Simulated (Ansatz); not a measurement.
# Hf2(Cl)8: geometry, orbitals and charge

Aim: characterise Hf2(Cl)8 as a singlet: its structure, frontier levels and distribution of charge.

Program: Ansatz 0.2.0, Gaussian basis. Level of theory: RKS PBE0-D4/def2-TZVP. These are calculated values, not measurements.

The runs, in order: relaxation at r2SCAN-D4/def2-SVP; a single point at PBE0-D4/def2-TZVP.

4 further runs of the same task are left out: 2 that didn't finish, 2 set aside as unsound or not needed.

## (1) Starting geometry

10 atoms, charge 0, spin multiplicity 1.

Atoms are counted from 1 here; the program's logs count them from 0.

Bond lengths: Hf1–Cl2 2.306 Å, Hf1–Cl3 2.307 Å, Hf1–Cl4 2.299 Å, Hf1–Cl5 2.660 Å, Hf1–Cl9 2.980 Å, Hf1–Cl10 2.693 Å, Cl5–Hf6 2.544 Å, Hf6–Cl7 2.305 Å, Hf6–Cl8 2.304 Å, Hf6–Cl9 2.377 Å, Hf6–Cl10 2.518 Å. Angles: Cl2–Hf1–Cl3 101.2°, Cl2–Hf1–Cl4 102.8°, Cl2–Hf1–Cl5 154.9°, Cl2–Hf1–Cl9 87.1°, Cl2–Hf1–Cl10 90.1°, Cl3–Hf1–Cl4 102.8°, Cl3–Hf1–Cl5 90.8°, Cl3–Hf1–Cl9 88.0°, Cl3–Hf1–Cl10 156.1°, Cl4–Hf1–Cl5 95.8°, Cl4–Hf1–Cl9 163.5°, Cl4–Hf1–Cl10 95.1°, Cl5–Hf1–Cl9 71.3°, Cl5–Hf1–Cl10 71.5°, Cl9–Hf1–Cl10 71.3°, Hf1–Cl5–Hf6 89.9°, Cl5–Hf6–Cl7 90.0°, Cl5–Hf6–Cl8 160.0° and more.

Hf takes a core potential in the def2 sets. No spin-orbit coupling is included.

The start is a GFN1-xTB geometry.

## (2) Relaxation at r2SCAN-D4/def2-SVP

The input, in.yaml:

```yaml
crystal:
  periodic: [false, false, false]
  atoms:
    - {symbol: Hf, position_ang: [0.623690, 0.395460, 1.562150]}
    - {symbol: Cl, position_ang: [2.192780, -1.165810, 2.210220]}
    - {symbol: Cl, position_ang: [1.896950, 2.318560, 1.519780]}
    - {symbol: Cl, position_ang: [-0.640480, 0.665380, 3.463670]}
    - {symbol: Cl, position_ang: [-1.145860, 1.488620, -0.096330]}
    - {symbol: Hf, position_ang: [-0.812310, -0.441970, -1.719210]}
    - {symbol: Cl, position_ang: [-1.559940, 0.885360, -3.449280]}
    - {symbol: Cl, position_ang: [-1.142170, -2.460120, -2.781660]}
    - {symbol: Cl, position_ang: [1.493470, -0.119330, -1.241140]}
    - {symbol: Cl, position_ang: [-0.906130, -1.566150, 0.531810]}
basis:
  gaussian: {orbitals: def2-SVP}
hamiltonian: {xc: r2scan, dispersion: d4}
scf: {lower_state_search: "off"}
output: {orbitals: {seedname: orbitals}}
relax: {f_tol: 0.03, max_steps: 70}
```

On the command line:

```console
$ ansatz run in.yaml --threads 4 --pin off --events-out ev --progress --plain --max-ram 6963MiB
```

The program printed (excerpt; [...] marks lines left out):

```text
Functional definition: r2SCAN
  name "r2SCAN"
  cite "Furness, Kaplan, Ning, Perdew & Sun, J. Phys. Chem. Lett. 11, 8208 (2020) doi:10.1021/acs.jpclett.0c02405"
  cite "Furness, Kaplan, Ning, Perdew & Sun, J. Phys. Chem. Lett. 11, 9248 (2020) doi:10.1021/acs.jpclett.0c03077"
  parent r2scan
[...]
2188 factors; their error is unknown
[...]
mean field -102776.87096478 eV, -3776.9803432903 hartree, gradient 9.4e-6 eV, S^2 0.000000; 0 other end points of the search recorded, 0 dependent functions left out
[...]
reference -102776.87100180 eV, -3776.9803446510 hartree; 80, 80 occupied and 128, 128 virtual orbitals, 2188 factors
relax step   1: F+E_penalty+E_count = -102777.03119585 eV  Δ(F+E_penalty+E_count) = +0.000e0 eV  max|allowed force component| = 7.498e-1 eV/Å  Δτ_max = 0.0000 Å  (17 SCF iters, accepted)
[...]
relax step   5: F+E_penalty+E_count = -102777.16849240 eV  Δ(F+E_penalty+E_count) = -1.491e-2 eV  max|allowed force component| = 1.217e-1 eV/Å  Δτ_max = 0.1064 Å  (26 SCF iters, accepted)
[...]
relax step   9: F+E_penalty+E_count = -102777.21849261 eV  Δ(F+E_penalty+E_count) = -1.970e-2 eV  max|allowed force component| = 4.678e-2 eV/Å  Δτ_max = 0.1997 Å  (25 SCF iters, accepted)
[...]
relax step  13: F+E_penalty+E_count = -102777.28381384 eV  Δ(F+E_penalty+E_count) = -1.846e-2 eV  max|allowed force component| = 2.756e-1 eV/Å  Δτ_max = 0.1948 Å  (26 SCF iters, accepted)
[...]
relax step  17: F+E_penalty+E_count = -102777.34688101 eV  Δ(F+E_penalty+E_count) = -2.051e-3 eV  max|allowed force component| = 7.375e-3 eV/Å  Δτ_max = 0.0642 Å  (20 SCF iters, accepted)
[...]
relax step  18: F+E_penalty+E_count = -102777.34718083 eV  Δ(F+E_penalty+E_count) = -2.998e-4 eV  max|allowed force component| = 2.394e-2 eV/Å  Δτ_max = 0.0575 Å  (20 SCF iters, accepted)
Total energy: -102777.34721901 eV, -3776.9978453105 hartree
Atom 0 at     0.516302     0.605460     1.895875 Å, force    -0.002002     0.012196    -0.023942 eV/Å
Atom 1 at     2.224993    -0.894080     2.406649 Å, force    -0.005043     0.001715     0.008614 eV/Å
Atom 2 at     1.464205     2.611753     2.620440 Å, force    -0.004326    -0.011113    -0.007466 eV/Å
Atom 3 at    -1.290354     0.465004     3.367352 Å, force     0.007311    -0.001489    -0.007711 eV/Å
Atom 4 at     0.363416     1.513484    -0.435762 Å, force    -0.005967    -0.009560     0.015122 eV/Å
Atom 5 at    -0.552456    -0.589415    -1.889475 Å, force     0.006061     0.018687    -0.002433 eV/Å
Atom 6 at    -2.095507     0.886260    -2.833265 Å, force     0.019446    -0.010371     0.011951 eV/Å
Atom 7 at    -1.439488    -2.622028    -2.615440 Å, force    -0.001823    -0.000028     0.003435 eV/Å
Atom 8 at     1.497095    -0.602135    -3.000944 Å, force    -0.015580     0.003561     0.002223 eV/Å
Atom 9 at    -0.688206    -1.374303     0.484581 Å, force     0.001924    -0.003600     0.000208 eV/Å
Dipole moment:    -0.034502     0.013512     0.007824 e Å
Checks for a lower state left out: stability, starts, cluster_reference, orbital_swaps, neighbouring_geometries, increment
```

Wall time 3.6 min (4 threads of Intel Xeon at 2.50GHz, shared host).

Along the way: (the energy doesn't fall at every step)

```csv
step,energy from step 1 (eV),largest force component (eV/Å)
1,0.0000,0.7498
2,0.0198,0.7173
3,-0.1092,0.2311
4,-0.1224,0.3575
5,-0.1373,0.1217
6,-0.1424,0.0499
7,-0.1491,0.0689
8,-0.1676,0.0776
9,-0.1873,0.0468
10,-0.1996,0.1460
11,-0.2112,0.2410
12,-0.2342,0.2247
13,-0.2526,0.2756
14,-0.2754,0.3349
15,-0.2936,0.2323
16,-0.3136,0.0485
17,-0.3157,0.0074
18,-0.3160,0.0239
```

The force was under the threshold of 0.03 eV/Å already at step 17, but the program went on to step 18.

Distances of close pairs at the start and the end, largest changes first:

```csv
bond,before (Å),after (Å),change (Å)
Cl5–Hf6,2.544,2.716,+0.172
Hf1–Cl5,2.660,2.507,-0.153
Hf6–Cl9,2.377,2.332,-0.045
Hf1–Cl4,2.299,2.334,+0.035
Hf6–Cl7,2.305,2.334,+0.029
Hf6–Cl8,2.304,2.334,+0.029
Hf1–Cl3,2.307,2.334,+0.027
Hf1–Cl2,2.306,2.330,+0.024
```

Contacts that opened: Hf1–Cl9 2.98 to 5.14 Å.

Bonds by kind at the end (by distance):

```csv
bond,count,shortest (Å),longest (Å)
Cl–Hf,10,2.330,2.716
```

## (3) Single point, PBE0-D4/def2-TZVP

start.molden holds the orbitals of an earlier run on this state, given as this run's starting guess.

The input, in.yaml:

```yaml
crystal:
  periodic: [false, false, false]
  atoms:
    - {symbol: Hf, position_ang: [0.516302, 0.605460, 1.895875]}
    - {symbol: Cl, position_ang: [2.224993, -0.894080, 2.406649]}
    - {symbol: Cl, position_ang: [1.464205, 2.611753, 2.620440]}
    - {symbol: Cl, position_ang: [-1.290354, 0.465004, 3.367352]}
    - {symbol: Cl, position_ang: [0.363416, 1.513484, -0.435762]}
    - {symbol: Hf, position_ang: [-0.552456, -0.589415, -1.889475]}
    - {symbol: Cl, position_ang: [-2.095507, 0.886260, -2.833265]}
    - {symbol: Cl, position_ang: [-1.439488, -2.622028, -2.615440]}
    - {symbol: Cl, position_ang: [1.497095, -0.602135, -3.000944]}
    - {symbol: Cl, position_ang: [-0.688206, -1.374303, 0.484581]}
basis:
  gaussian: {orbitals: def2-TZVP, initial_orbitals: start.molden}
hamiltonian: {xc: pbe0, dispersion: d4}
scf: {omitted_lower_state_checks: [starts]}
output: {forces: true, orbitals: {seedname: orbitals}}
```

The command is unchanged.

The program printed (excerpt; [...] marks lines left out):

```text
Functional definition: PBE0
  name "PBE0"
  cite "Adamo & Barone, J. Chem. Phys. 110, 6158 (1999) doi:10.1063/1.478522"
  cite "Perdew, Burke & Ernzerhof, Phys. Rev. Lett. 77, 3865 (1996) doi:10.1103/PhysRevLett.77.3865"
  parent pbe
[...]
2930 factors; their error is unknown
[...]
mean field -102782.59738175 eV, -3777.1907852324 hartree, gradient 9.0e-6 eV, S^2 0.000000; 0 other end points of the search recorded, 0 dependent functions left out
[...]
reference -102782.59742883 eV, -3777.1907869629 hartree; 80, 80 occupied and 296, 296 virtual orbitals, 2930 factors
Total energy: -102783.14959660 eV, -3777.2110787539 hartree
Atom 0 at     0.516302     0.605460     1.895875 Å, force     0.018884    -0.001644    -0.006017 eV/Å
Atom 1 at     2.224993    -0.894080     2.406649 Å, force    -0.227519     0.172554    -0.068908 eV/Å
Atom 2 at     1.464205     2.611753     2.620440 Å, force    -0.101042    -0.205965    -0.095677 eV/Å
Atom 3 at    -1.290354     0.465004     3.367352 Å, force     0.213325    -0.001409    -0.196789 eV/Å
Atom 4 at     0.363416     1.513484    -0.435762 Å, force    -0.030859    -0.169637     0.125298 eV/Å
Atom 5 at    -0.552456    -0.589415    -1.889475 Å, force     0.022402     0.012118    -0.027041 eV/Å
Atom 6 at    -2.095507     0.886260    -2.833265 Å, force     0.212569    -0.169241     0.139714 eV/Å
Atom 7 at    -1.439488    -2.622028    -2.615440 Å, force     0.085687     0.201195     0.092785 eV/Å
Atom 8 at     1.497095    -0.602135    -3.000944 Å, force    -0.260865     0.022825     0.153631 eV/Å
Atom 9 at    -0.688206    -1.374303     0.484581 Å, force     0.067420     0.139203    -0.116997 eV/Å
Dipole moment:    -0.037819     0.014812     0.008453 e Å
Checks for a lower state left out: starts
```

Wall time 67 s (4 threads of Intel Xeon at 2.50GHz, shared host); peak memory 2.5 GiB.

Report: HOMO -9.51 eV, LUMO -2.79 eV.

Mulliken charges, from this run's orbitals:

```csv
atom,value (e)
Hf1,1.20
Cl2,-0.28
Cl3,-0.28
Cl4,-0.29
Cl5,-0.34
Hf6,1.20
Cl7,-0.29
Cl8,-0.28
Cl9,-0.29
Cl10,-0.34
```

Largest Mayer bond orders: Hf6–Cl8 1.19; Hf1–Cl2 1.19; Hf1–Cl3 1.19; Hf6–Cl9 1.19; Hf6–Cl7 1.18; Hf1–Cl4 1.18; Hf6–Cl10 0.68; Hf1–Cl5 0.68; Hf1–Cl10 0.41; Cl5–Hf6 0.41.

Orbitals, density, ELF and potential are computed afterwards from the orbital file.

Frontier orbitals at PBE0-D4/def2-TZVP, with the share of their density that lies nearest to each atom:

```csv
orbital,energy (eV),lies on
HOMO-1,-9.55,"Cl8, Cl9 about 28 % each; Cl3 20 %; Cl2 14 %"
HOMO,-9.51,"Cl3, Cl4, Cl8 about 24 % each; Cl7 20 %"
LUMO,-2.79,Hf6 40 %; Hf1 31 %; Cl8 6 %
```

ELF in a plane through or near 6 of the atoms.

Ten even steps from '0' (0.00) to '9' (0.89):
```
0000000000000000000000000000
0000000000000000000000000000
0000000000001232000134320000
0000000000014776300478762000
0000000000037999601799995100
0000000100059527812864298300
0000001100069375912875598400
0000000012239748801487897300
0000000179815888368548985100
0000000492831222284932541000
0001452394822221370940000000
0025898458638885299820000000
0037977851189479322100000000
0048855683194739600000000000
0038946782187359500000000000
0015999971069997300000000000
0002688740036774100000000000
0000234310002321000000000000
0000000000000000000000000000
0000000000000000000000000000
```
The map spans 12.4 Å across and 8.6 Å up, centred on the molecule. Atoms in the plane (x, y in Å): Hf1 (-2.1, 0.1), Cl3 (-3.6, -1.7), Cl5 (-0.2, -1.6), Hf6 (2.1, -0.1), Cl8 (3.6, 1.7), Cl10 (0.2, 1.6).

log10 of the density (e/Å³) in the same plane.

Values, 10 rows by 14 columns:
```
-4.0 -4.0 -4.0 -4.0 -4.0 -4.0 -3.5 -3.3 -3.5 -3.7 -3.2 -3.1 -3.8 -4.0
-4.0 -4.0 -3.8 -3.2 -3.1 -2.9 -2.1 -1.8 -2.1 -2.4 -1.7 -1.6 -2.4 -3.5
-4.0 -4.0 -2.9 -2.2 -2.0 -2.0 -0.8 -0.2 -0.9 -1.4 -0.3 -0.1 -1.3 -2.6
-4.0 -3.6 -2.2 -1.4 -1.1 -1.2  0.0  1.9 -0.1 -0.8  0.3  1.1 -0.8 -2.3
-4.0 -3.2 -2.0 -1.2  0.2  0.4 -0.5 -0.1 -0.4  0.3 -0.2 -0.3 -1.4 -2.7
-3.7 -2.4 -1.3 -0.7  0.5  0.6 -0.7 -0.8 -0.3 -0.5 -0.2 -1.4 -2.3 -3.5
-3.2 -1.7 -0.2  0.2 -0.3 -0.6  0.2  0.2 -0.6 -0.5 -1.0 -1.7 -2.9 -4.0
-3.1 -1.6  0.1  1.2 -0.3 -1.1  0.2  0.3 -0.8 -1.6 -1.6 -2.1 -3.2 -4.0
-3.7 -2.4 -1.1 -0.8 -1.4 -2.0 -1.2 -1.1 -1.9 -2.6 -2.7 -3.1 -4.0 -4.0
-4.0 -3.5 -2.5 -2.3 -2.7 -3.1 -2.6 -2.6 -3.1 -3.8 -3.9 -4.0 -4.0 -4.0
```
The map spans 12.4 Å across and 8.6 Å up, centred on the molecule. Atoms in the plane (x, y in Å): Hf1 (-2.1, 0.1), Cl3 (-3.6, -1.7), Cl5 (-0.2, -1.6), Hf6 (2.1, -0.1), Cl8 (3.6, 1.7), Cl10 (0.2, 1.6).

## (4) Outcome

| quantity | value |
| --- | --- |
| point group | C1 |
| commonest bond | Cl–Hf, 10 of mean length 2.444 Å |
| HOMO, LUMO at PBE0-D4/def2-TZVP | -9.51, -2.79 eV |
| dipole at r2SCAN-D4/def2-SVP | 0.18 D |

The relaxation broke 1 and made 0 bonds, so the end is another structure than the start. No usable vibrations, so a minimum isn't proven. The HOMO lies nearest to Cl3, Cl4, Cl8 about 24 % each; Cl7 20 % and the LUMO to Hf6 40 %; Hf1 31 %. Whether this spin is the lowest isn't tested here. The point group is read from a loosely relaxed geometry; soft torsions can leave it below the true symmetry.
